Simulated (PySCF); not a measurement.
# C2H9GaO: geometry, NMR shifts, spin-spin couplings, electronic excitations and core binding energies

Aim: predict the NMR shifts, spin-spin couplings, electronic excitations and core binding energies of C2H9GaO (`C[O+](C)[GaH3-]`).

Computed with PySCF 2.14.0, with density-fitted response routines of our own, on a single molecule in the gas phase. Atoms are numbered from 0 throughout.

**1. The starting structure**

13 atoms, charge 0, multiplicity 1; geometry from: GFN2-xTB. The atoms were then displaced at random by about 0.03 Å, so the start is not that level's minimum.

Bonds of the start (Å): C0–O1 1.34, O1–C2 1.45, O1–Ga3 2.19, C0–H4 1.18, C0–H5 1.15, C0–H6 1.10, C2–H7 1.03, C2–H8 1.09, C2–H9 1.12, Ga3–H10 1.60, Ga3–H11 1.53, Ga3–H12 1.47.

**2. Optimising the geometry at PBE0-D3(BJ)/def2-SVP**

What the job is given:

```
{"job": {"xc": "PBE0", "basis": "def2-SVP", "d3": "d3bj", "grid": 1, "shake": 0.03, "kind": "geom"}, "charge": 0, "multiplicity": 1}
C     -0.339170     1.358670     0.167640
O     -0.129300     0.037640     0.210190
C     -1.326550    -0.773710     0.241320
Ga     1.892650    -0.712300    -0.183220
H     -0.995210     1.652480    -0.769640
H     -0.959390     1.765140     1.042260
H      0.588640     1.943940     0.108890
H     -1.850610    -0.592990    -0.628050
H     -0.916900    -1.781510     0.340610
H     -1.851900    -0.567260     1.204080
H      1.597940    -2.064100     0.624450
H      1.798240    -0.780710    -1.705050
H      2.513410     0.463560     0.454670
```

Command:

```sh
OMP_NUM_THREADS=1 python probes_run.py task.json out
```

This one command runs all jobs of the session in turn.

**Question.** This job is followed by: GIAO PBE0/pcSseg-1 NMR shielding, non-relativistic, gas phase; B3LYP/pcJ-1 Ga:pcSseg-1 indirect spin-spin coupling, non-relativistic, gas phase; TDDFT CAM-B3LYP/def2-SVPD, vertical, gas phase, core orbitals frozen in the response; GIAO KT2/pcSseg-2 NMR shielding, non-relativistic, gas phase; delta-SCF UKS SCAN, pcX-2 on the ionised atom, pcseg-1 elsewhere, spin-free X2C. Predict these results of the whole session: point group; rotational constants (main isotopes); 13C shifts against TMS (PBE0/pcSseg-1, means over atoms taken as alike); 1H shifts against TMS (PBE0/pcSseg-1, means over atoms taken as alike); 17O shifts against H2O (PBE0/pcSseg-1); 71Ga shifts against GaH4- (PBE0/pcSseg-1); largest coupling of the table (B3LYP/pcSseg-1+pcJ-1); lowest singlet (CAM-B3LYP/def2-SVPD); brightest single state of those computed; lowest triplet; vertical ionisation energy (ΔSCF); C1s binding energies, SCAN/pcX-2; O1s binding energies, SCAN/pcX-2; range of the shift of Ga3.

As calculated:

| quantity | value |
| --- | --- |
| point group | Cs |
| rotational constants (main isotopes) | 8.42, 2.45, 2.02 GHz |
| 13C shifts against TMS (PBE0/pcSseg-1, means over atoms taken as alike) | 62.8 ppm |
| 1H shifts against TMS (PBE0/pcSseg-1, means over atoms taken as alike) | 4.69, 3.37 ppm |
| 17O shifts against H2O (PBE0/pcSseg-1) | -2.5 ppm |
| 71Ga shifts against GaH4- (PBE0/pcSseg-1) | 293 ppm |
| largest coupling of the table (B3LYP/pcSseg-1+pcJ-1) | 1J(C,H) C0–H4, 151.2 Hz |
| lowest singlet (CAM-B3LYP/def2-SVPD) | 6.49 eV (191 nm), f = 0.004 |
| brightest single state of those computed | state 3, 7.28 eV, f = 0.144 |
| lowest triplet | 6.02 eV |
| vertical ionisation energy (ΔSCF) | 9.99 eV |
| C1s binding energies, SCAN/pcX-2 | C0 293.03 eV |
| O1s binding energies, SCAN/pcX-2 | O1 539.91 eV |
| range of the shift of Ga3 | 293 to 326 ppm |

The start was shaken at random, so part of the energy gained undoes that. The optimisation took 14 steps and gained 0.563 eV; among the close pairs (by a distance rule), Ga3–H12 changed most, from 1.475 to 1.579 Å. No frequency check was run at this level, so the end point may be a saddle. At PBE0/pcSseg-1: The largest span, 238 ppm, is at Ga3, where the paramagnetic term is -1223 ppm. Of the pairs tabulated at B3LYP/pcSseg-1+pcJ-1, C0–H4 (mean over like pairs) couples most strongly (151.2 Hz; Fermi contact 150.3 Hz). The lowest singlet, at 6.49 eV, is HOMO→LUMO+1 0.56, HOMO→LUMO 0.36 and is weak; of the 10 states computed, the strongest absorption comes from state 3 at 7.28 eV (the last state computed is bright too, and its partners may lie past the list). The lowest triplet lies 0.47 eV below the lowest singlet (triplets in Tamm-Dancoff, singlets in full TDDFT). ΔSCF puts the ionisation energy at 9.99 eV, 1.04 eV above −ε(HOMO). In ppm, Ga3 moves most: its shift spreads over 33 ppm, from 293 (PBE0/pcSseg-1) to 326 (KT2/pcSseg-2). Spin-orbit coupling is left out, which matters for shieldings and couplings at and beside the heavy atoms.
